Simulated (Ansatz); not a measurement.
**Zr2Zn: squeezing one contact**

The task here is to estimate one member of a computed series from the others.

Method: DFT PBEsol, with the methods named in each step, in Ansatz 0.2.0.

4 further runs of the same task are left out: 4 that didn't finish.

### Starting point

The structure is tetragonal, space group I4/mmm (No. 139). Conventional cell: a = 3.287 Å, b = 3.287 Å, c = 11.340 Å, α = 90.00°, β = 90.00°, γ = 90.00°. Zr (site symmetry 4mm) is surrounded by 4 Zn at 2.92 Å and 8 Zr at 3.15 to 3.29 Å. Zn (site symmetry 4/mmm) has 8 Zr at 2.92 Å and 4 Zn at 3.29 Å as nearest neighbours.

Structure file:

```cif
data_structure
_symmetry_space_group_name_H-M 'I4/mmm'
_symmetry_Int_Tables_number 139
_cell_length_a 3.2873
_cell_length_b 3.2873
_cell_length_c 11.3395
_cell_angle_alpha 90.000
_cell_angle_beta 90.000
_cell_angle_gamma 90.000
_cell_volume 122.54
loop_
_atom_site_label
_atom_site_type_symbol
_atom_site_symmetry_multiplicity
_atom_site_Wyckoff_symbol
_atom_site_fract_x
_atom_site_fract_y
_atom_site_fract_z
_atom_site_occupancy
Zr1 Zr 4 e 0.50000 0.50000 0.15614 1
Zn1 Zn 2 a 0.00000 0.00000 0.00000 1
```

The file gives the conventional cell by its symmetry; the runs use the cell typed in the input.

Atoms are numbered in the order of the input: Zr1, Zr2, Zn3.

Set-up of the first run:

File input.yaml:

```yaml
crystal:
  lattice:
    - [-1.64365046, 1.64365046, 5.669754]
    - [1.64365046, -1.64365046, 5.669754]
    - [1.64365046, 1.64365046, -5.669754]
  atoms:
    - { symbol: Zr, position: [0.65613787, 0.65613787, 0.0] }
    - { symbol: Zr, position: [0.34386213, 0.34386213, 0.0] }
    - { symbol: Zn, position: [0.0, 0.0, 0.0] }
kpoints:
  mp_grid: { grid: [13, 13, 13] }
scf:
  occupations: { method: fermi_dirac, width: 0.05 }
hamiltonian:
  xc: pbesol
  pseudopotentials: { kind: all_electron, lapw: { basis_error: 0.001 } }
output:
  forces: true
  stress: true
  eigenvalues: true
  populations: true
```

Command:

```
$ ansatz run input.yaml --threads 1 --pin off --max-ram 3072MiB --backend cpu --events-out ev --progress --plain --runs-dir out
```

Steps of the session up to this table: The bond as given, LAPW; Shortest bond scaled by 1, PAW; Shortest bond scaled by 1, norm-conserving; Shortest bond scaled by 0.94, PAW; Shortest bond scaled by 0.88, PAW; Shortest bond scaled by 0.82, PAW; Shortest bond scaled by 0.76, PAW; Shortest bond scaled by 0.76, PAW (cutoff 600 eV).

One table of the session follows, with a row left open; its other results are not shown here.

| method | length (Å) | F from the given length (eV/cell) | force along the bond (eV/Å) | largest force (eV/Å) |
| --- | --- | --- | --- | --- |
| LAPW | 2.922 | ? | ? | ? |
| PAW | 2.221 | 1.384 | 5.533 | 5.599 |
| PAW | 2.396 | 0.650 | 3.061 | 3.134 |
| PAW | 2.571 | 0.253 | 1.595 | 1.667 |
| PAW | 2.747 | 0.059 | 0.681 | 0.741 |
| PAW | 2.922 | 0.000 | 0.012 | 0.039 |
| PAW (cutoff 600 eV) | 2.221 | – | 5.532 | 5.597 |
| norm-conserving | 2.922 | 0.000 | 0.010 | 0.032 |

Q: Estimate the row for LAPW, 2.922 from the others.

As computed: F from the given length (eV/cell): 0.000; force along the bond (eV/Å): 0.011; largest force (eV/Å): 0.037.

To keep in mind: Warnings in the runs' records: gradients without spin orbit.
